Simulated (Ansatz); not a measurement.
**CH4AlFSSi: ladder of methods at one geometry**

How do the methods compare on CH4AlFSSi, in result and in cost? Aim: a ladder of methods at one geometry, for CH4AlFSSi, run from a script.

All numbers are computed with the Python package of Ansatz 0.2.0. The levels of theory stand in the script.

### Step 1. Starting point

Bond lengths: F1–Si2 1.693 Å, Si2–C3 1.839 Å, C3–Al4 1.922 Å, Si2–S5 2.137 Å, Al4–S5 2.310 Å, Si2–H6 1.488 Å, C3–H7 1.129 Å, C3–H8 1.172 Å, Al4–H9 1.615 Å. Angles (14 of 16 angles, heavy atoms first): F1–Si2–C3 109.4°, F1–Si2–S5 112.8°, C3–Si2–S5 93.2°, Si2–C3–Al4 100.0°, C3–Al4–S5 85.8°, Si2–S5–Al4 80.6°, F1–Si2–H6 113.4°, C3–Si2–H6 113.8°, S5–Si2–H6 112.6°, Si2–C3–H7 111.6°, Si2–C3–H8 110.2°, Al4–C3–H7 115.6°, Al4–C3–H8 111.7°, C3–Al4–H9 126.2°.

ch4alfssi.xyz, read by the script:

```xyz
9

F    -0.50840    0.54630    2.30350
Si   -0.02150    0.99630    0.74600
C     0.73300   -0.45160   -0.09950
Al   -0.61630   -0.80410   -1.42230
S    -1.65110    1.10430   -0.63210
H     0.82850    2.21690    0.72200
H     0.93840   -1.29450    0.62370
H     1.75170   -0.14670   -0.59160
H    -1.36580   -2.21320   -1.66690
```

### Step 2. The script

Input file methods_ch4alfssi.py:

```python
from pathlib import Path
import logging
import sys

import ansatz as az
import numpy as np

logging.basicConfig(stream=sys.stdout, format='%(levelname)s %(message)s')
logger = logging.getLogger('calc')
logger.setLevel(logging.INFO)


def main() -> None:
    geometry = az.Crystal.molecule_from_extxyz('ch4alfssi.xyz')

    base = geometry.calculation()
    base = base.basis(gaussian='def2-SVP')
    base = base.accuracy('medium')

    logger.info('functional    E (Ha)        dipole (D)   HOMO (eV)  LUMO (eV)')
    for name in ['hf', 'r2scan0', 'blyp', 'pbe0']:
        rep = base.functional(name).forces().orbitals().run(threads=1, backend='cpu', runs_dir='runs').report
        lines = Path(rep['orbitals_path']).read_text().splitlines()
        field_of = lambda key: [line.split('=')[1].strip() for line in lines if line.startswith(key)]
        orbitals = [(27.211386 * float(e), s, float(n)) for e, s, n in zip(field_of('Ene='), field_of('Spin='), field_of('Occup='))]
        homo = max(e for e, _, n in orbitals if n > 0.5)
        lumo = min(e for e, _, n in orbitals if n < 0.5)
        dipole = 4.803205 * np.linalg.norm(rep['charge_distribution']['dipole_moment_e_ang'])
        logger.info(f'{name:10s} {rep["free_energy_ev"] / 27.211386246:14.6f} {dipole:9.3f} {homo:11.3f} {lumo:10.3f}')


if __name__ == '__main__':
    main()
```

### Step 3. The calls as engine input

The engine receives this input (first run):

```yaml
crystal:
  periodic: [false, false, false]
  atoms:
    - { symbol: F, position_ang: [-0.5084, 0.5463, 2.3035] }
    - { symbol: Si, position_ang: [-0.0215, 0.9963, 0.746] }
    - { symbol: C, position_ang: [0.733, -0.4516, -0.0995] }
    - { symbol: Al, position_ang: [-0.6163, -0.8041, -1.4223] }
    - { symbol: S, position_ang: [-1.6511, 1.1043, -0.6321] }
    - { symbol: H, position_ang: [0.8285, 2.2169, 0.722] }
    - { symbol: H, position_ang: [0.9384, -1.2945, 0.6237] }
    - { symbol: H, position_ang: [1.7517, -0.1467, -0.5916] }
    - { symbol: H, position_ang: [-1.3658, -2.2132, -1.6669] }
accuracy: medium
basis:
  gaussian:
    orbitals: def2-SVP
hamiltonian:
  xc: hf
output:
  orbitals: {}
  forces: true
```

### Step 4. Running it

Launch:

```sh
> python methods_ch4alfssi.py
```

The program printed:

```text
INFO functional    E (Ha)        dipole (D)   HOMO (eV)  LUMO (eV)
INFO hf           -1067.715779     4.932      -9.971      0.076
INFO r2scan0      -1070.001446     4.391      -7.576     -2.533
INFO blyp         -1070.124937     3.655      -5.992     -3.205
INFO pbe0         -1069.655144     4.221      -7.383     -2.645
```

It took 21 s on 1 thread of Arm Neoverse V1, shared host; peak memory 0.31 GiB.

### Step 5. Inputs of later runs

The engine's inputs for the other runs:

Run 2, against run 1:

```diff
@@ -18 +18 @@
-  xc: hf
+  xc: r2scan0
```

Run 3, against run 1:

```diff
@@ -18 +18 @@
-  xc: hf
+  xc: blyp
```

Run 4, against run 1:

```diff
@@ -18 +18 @@
-  xc: hf
+  xc: pbe0
```

### Step 6. The runs side by side

The 4 runs, in the order started:

```
run  functional  energy (eV)  SCF cycles  CPU time (s)
  1          hf  -29054.0265          11             2
  2     r2scan0  -29116.2226          18           9.8
  3        blyp  -29119.5830          18           3.5
  4        pbe0  -29106.7993          18           5.2
```

Totals hang on method, basis and potentials, so only like runs compare.

The fields below are those of run 1.

### Step 7. The molecule's orbitals and density

The fields below are evaluated on a grid from the run's orbitals.

Frontier orbitals at Hartree-Fock/def2-SVP, with the share of their density that lies nearest to each atom:

```
orbital  energy (eV)                    lies on
   HOMO        -9.97                    S5 80 %
   LUMO         0.08  Al4 64 %; H9 16 %; S5 8 %
```

ELF in a plane through or near 2 of the atoms.

Ten even steps from '0' (0.00) to '9' (1.00):
```
0000000000000000000000000000
0000000000001111000000000000
0000000000135665310000000000
0000000000357887531000000000
0000000001358898641000000000
0000000001467438762002310000
0000000001578558872169973000
0000001111258877731599998100
0000024551661322023399999400
0000036771782655033199999400
0000036772015979620499998100
0000014542379516983279985000
0000000000245535553002210000
0000000000013565321000000000
0000000000001232100000000000
0000000000000000000000000000
0000000000000000000000000000
0000000000000000000000000000
0000000000000000000000000000
0000000000000000000000000000
```
The map spans 11.2 Å across and 9.3 Å up, centred on the molecule. Atoms in the plane (x, y in Å): Si2 (-1.2, 0.4), C3 (0.2, -0.8).

On the surface of density 0.002 e/bohr³ the electrostatic potential runs, from the 1st to the 99th percentile, from -1.58 V near F1 to 5.24 V near Al4.

### Step 8. What came out

| quantity | value |
| --- | --- |
| runs compared | 4 |
| HOMO-LUMO gap of the mean field (Hartree-Fock/def2-SVP) | 10.05 eV |

In CPU time, run 2 (r2scan0) cost about 4.9 times as much as run 1 (hf). What to keep in mind:
- The geometry is a force-field or estimated start, not a minimum of this method, and the basis set is short of its limit. A lower total doesn't mark the better method: functionals have no common bound, and MP2 and coupled cluster aren't variational.
- Levels such as HOMO and LUMO are orbital energies: with these approximate functionals they aren't the ionisation energy and electron affinity, and their gap isn't the fundamental gap.
